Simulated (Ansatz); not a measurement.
# CH₂OSTe: basis-set convergence

An exercise on one series of results from a longer session: the logs are not shown, and one member is left open.

Method: one geometry, several basis sets; program: Ansatz 0.2.0, Gaussian basis.

Levels to be run: PBE0-D4/def2-SVP; ωB97M-V/def2-SVP; PBE0-D4/def2-QZVPP; ωB97M-V/def2-QZVPP; the functionals' def2-TZVPP values are taken from earlier runs.

### Structure used throughout

The geometry comes from an earlier relaxation with PBE0-D4 in a triple-zeta def2 set; it is a stationary point. Te takes the def2 core potential; no spin-orbit term is included.

SMILES `OC(=S)[TeH]`, 6 atoms, charge 0, spin multiplicity 1.

Atoms are counted from 1 here; the program's logs count them from 0.

Bond lengths: O1–C2 1.335 Å, O1–H5 0.965 Å, C2–S3 1.608 Å, C2–Te4 2.140 Å, Te4–H6 1.649 Å. Angles: C2–O1–H5 112.4°, O1–C2–S3 121.9°, O1–C2–Te4 113.2°, S3–C2–Te4 124.9°, C2–Te4–H6 92.4°.

Coordinates:

```xyz
6
charge 0, multiplicity 1
O     1.29301   -0.35014   -0.86523
C     0.35902   -0.36602    0.08830
S     0.42234   -1.39513    1.32180
Te   -1.17831    1.09149   -0.21183
H     1.12011    0.32055   -1.53752
H    -1.97408    0.63526    1.15837
```

The first run:

File in.yaml:

```yaml
crystal:
  periodic: [false, false, false]
  atoms:
    - {symbol: O, position_ang: [1.293014, -0.350143, -0.865228]}
    - {symbol: C, position_ang: [0.359018, -0.366023, 0.088304]}
    - {symbol: S, position_ang: [0.422342, -1.395130, 1.321802]}
    - {symbol: Te, position_ang: [-1.178314, 1.091491, -0.211832]}
    - {symbol: H, position_ang: [1.120115, 0.320550, -1.537522]}
    - {symbol: H, position_ang: [-1.974076, 0.635255, 1.158375]}
basis:
  gaussian: {orbitals: def2-SVP}
hamiltonian: {xc: pbe0, dispersion: d4}
output: {orbitals: {seedname: orbitals}}
```

On the command line:

```console
ansatz run in.yaml --threads 2 --pin off --events-out ev --progress --plain --max-ram 4352MiB
```

Steps of the session up to this table: PBE0-D4 in def2-SVP; ωB97M-V in def2-SVP; PBE0-D4 in def2-QZVPP; ωB97M-V in def2-QZVPP.

One table of the session follows, with a row left open; its other results are not shown here.

It belongs to the step «Density functionals: the series». 

```
functional       basis  HOMO (eV)  LUMO (eV)
   PBE0-D4    def2-SVP      -6.55      -1.62
   PBE0-D4  def2-TZVPP      -6.69      -1.79
   PBE0-D4  def2-QZVPP      -6.73      -1.85
   ωB97M-V    def2-SVP          ?          ?
   ωB97M-V  def2-TZVPP      -8.76       0.04
   ωB97M-V  def2-QZVPP      -8.81      -0.08
```

**Question.** Estimate the row for ωB97M-V, def2-SVP.

The run gave: HOMO (eV): -8.58; LUMO (eV): 0.32. In the column «HOMO (eV)» it lies between ωB97M-V, def2-TZVPP (-8.76) and PBE0-D4, def2-QZVPP (-6.73).
